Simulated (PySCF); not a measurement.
**SiI+: bond curves at several levels of theory**

An exercise on one series of results from a longer session: the logs are not shown, and one member is left open.

The runs use PySCF 2.14.0; Si def2-TZVPPD, I def2-TZVPPD with ECP28, scalar-relativistic core potentials.

Set-up of the first run:

A driver script around PySCF takes these settings:

| Property | Result |
| --- | --- |
| atoms | Si, I |
| charge | 1 |
| basis | Si def2-TZVPPD, I def2-TZVPPD with ECP28 |
| Hamiltonian | scalar-relativistic core potentials |
| basis functions | 107 |
| electrons treated | 38 |
| masses in u | 27.9769, 126.9045 |
| levels | PBE0, PBE, r²SCAN, TPSS, r²SCAN0, LDA, revPBE, BLYP, LC-ωPBE, HF, MP2, SCS-MP2, CCSD, CCSD(T) |
| grid | 80 radial by 434 angular points |
| occupations | held fixed by the projection of orbital angular momentum |
| dissociation limit | Si+ + I, each in its ground configuration |
| starting distance in angstrom | 2.525 |
| values of 2S to try | 0, 2 |

The run is started by

```sh
OMP_NUM_THREADS=2 python dia.py task.json out
```

Steps of the session up to this table: Set-up; The PBE0 curve of the state that the search chose; Excited determinants; PBE (GGA); r²SCAN (meta-GGA); TPSS; r²SCAN0 (hybrid meta-GGA); LDA (local density); revPBE; BLYP; LC-ωPBE; RHF (mean field); MP2 and coupled cluster.

One table of the session follows, with a row left open; its other results are not shown here.

Energy (eV) from each level's lowest point:

| R (Å) | RHF | RHF-MP2 | RHF-SCS-MP2 | RHF-CCSD | RHF-CCSD(T) |
| --- | --- | --- | --- | --- | --- |
| 1.998 | 1.423 | 1.338 | 1.366 | n/a | n/a |
| 2.091 | 0.620 | 0.564 | 0.583 | 0.590 | 0.627 |
| 2.184 | 0.186 | 0.154 | 0.165 | 0.170 | 0.193 |
| 2.253 | 0.036 | 0.021 | 0.027 | 0.029 | 0.041 |
| 2.323 | 0.000 | 0.000 | 0.000 | 0.000 | 0.000 |
| 2.393 | ? | ? | ? | ? | ? |
| 2.486 | 0.215 | 0.247 | 0.233 | 0.224 | 0.194 |
| 2.602 | 0.528 | 0.582 | 0.558 | 0.538 | 0.485 |
| 2.741 | 0.993 | 1.076 | 1.035 | 0.998 | 0.916 |
| 2.927 | 1.672 | 1.801 | 1.731 | n/a | n/a |

Estimate the missing values for R (Å) = 2.393.

Worked estimate for «RHF». A straight line through the neighbours (2.323, 0.000) and (2.486, 0.215) gives 0.000 + (0.215 − 0.000) × (2.393 − 2.323) / (2.486 − 2.323) = 0.092; a parabola fitted to 4 rows on both sides gives 0.058.

The run gave: RHF: 0.050; RHF-MP2: 0.064; RHF-SCS-MP2: 0.058; RHF-CCSD: 0.055; RHF-CCSD(T): 0.043. In «RHF» the line misses by +0.042 and the parabola by +0.008.
